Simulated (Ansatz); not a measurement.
GdTl3, space group Pm-3m, a comparison of magnetic orders

Program: the Ansatz DFT code, driven from Python.

Run as a notebook:

In [1]:
```python
import ansatz as az
import numpy as np
```

In [2]:
```python
def count_gap(report):
    # lowest empty less highest filled band, counting bands; zero where they overlap
    return max(report.get("gap_by_band_count_ev") or 0.0, 0.0)
```

In [3]:
```python
CELL = [
    (9.38, 0.0, 0.0),
    (0.0, 4.69, 0.0),
    (0.0, 0.0, 4.69),
]
ATOMS = [
    ("Gd", (0.0, 0.0, 0.0)),
    ("Tl", (0.0, 0.5, 0.5)),
    ("Tl", (0.25, 0.0, 0.5)),
    ("Tl", (0.25, 0.5, 0.0)),
    ("Gd", (0.5, 0.0, 0.0)),
    ("Tl", (0.5, 0.5, 0.5)),
    ("Tl", (0.75, 0.0, 0.5)),
    ("Tl", (0.75, 0.5, 0.0)),
]
```

In [4]:
```python
def with_moments(moments):
    crystal = az.Crystal(lattice=az.Lattice.of(CELL))
    for (symbol, position), moment in zip(ATOMS, moments):
        crystal = crystal.atom(symbol, position, moment=moment or None)
    return crystal
```

In [5]:
```python
# starting moments in muB, one an atom
orders = {
    "FM": [7, 0, 0, 0, 7, 0, 0, 0],
    "AFM": [7, 0, 0, 0, -7, 0, 0, 0],
}
```

In [6]:
```python
rows = []
for label, moments in orders.items():
    calculation = (
        with_moments(moments).calculation()
        .functional("r2SCAN")
        .kpoints(spacing=0.29)
        .occupations(az.OccupationsMethod.FERMI_DIRAC, width=0.15)
        .basis(550)
        .spin("collinear")
        .band_table()
    )
    rep = calculation.run(threads=1).report
    rows.append((label, rep["free_energy_ev"], rep["magnetization_mub"], rep["absolute_magnetization_mub"], max(abs(m) for m in rep["site_moments_mub"]), count_gap(rep)))
    print(label, "site moments:", [round(m, 2) for m in rep["site_moments_mub"]])
```
```text
FM site moments: [7.14, -0.01, -0.01, -0.01, 7.14, -0.01, -0.01, -0.01]
AFM site moments: [7.19, 0.01, 0.0, 0.0, -7.19, -0.01, -0.0, -0.0]
```

In [7]:
```python
lowest = min(row[1] for row in rows)
rows = [(row[0], 1000 * (row[1] - lowest) / 2, *row[2:]) for row in sorted(rows, key=lambda row: row[1])]
lines = [",".join(["order", "meV/magnetic atom", "net muB", "absolute muB", "largest site muB", "gap by band count eV"])] + [",".join(f"{v:.4f}" if isinstance(v, float) else str(v) for v in row) for row in rows]
print("\n".join(lines))
with open("orders.csv", "w") as handle:
    handle.write("\n".join(lines) + "\n")
print("lowest of these starts:", rows[0][0])
```
```text
order,meV/magnetic atom,net muB,absolute muB,largest site muB,gap by band count eV
AFM,0.0000,0.0000,14.9651,7.1930,0.0000
FM,21.5363,14.3716,14.6818,7.1418,0.0000
lowest of these starts: AFM
```

In order of energy: antiferro- or ferrimagnetic (+0.0 meV an atom, largest site moment 7.19 μB) and ferromagnetic (+5.4 meV an atom, largest site moment 7.14 μB). These are the states reached from the starts typed.

Notes:
- Open f shells: without a Hubbard U, without spin-orbit coupling; the state reached hangs on the start and needn't be the lowest.
- For a metal this k-point mesh is coarse: on a finer one energies can move by several to tens of meV an atom and pressures by half a GPa or more, differences at one mesh by less.
- The smearing is wide enough that free energy and stress hold a thermal part of the electrons.
- A gap by band count of zero or less means overlapping bands, a metal.
- r2SCAN tends to overestimate the moments of itinerant magnets.
- The structure is a deposited one; some such entries were measured under pressure or heat, so a shift against it needn't be the functional's error alone.
- Gaps and levels are Kohn-Sham values on a finite set of k-points, without spin-orbit coupling.
- Each row is the state reached from that start at the given structure, not necessarily the lowest of its order; other orders weren't tried.
- Timing: 3.1 min on 1 thread of Arm Neoverse V1, on a shared host, peak memory 1.3 GiB.
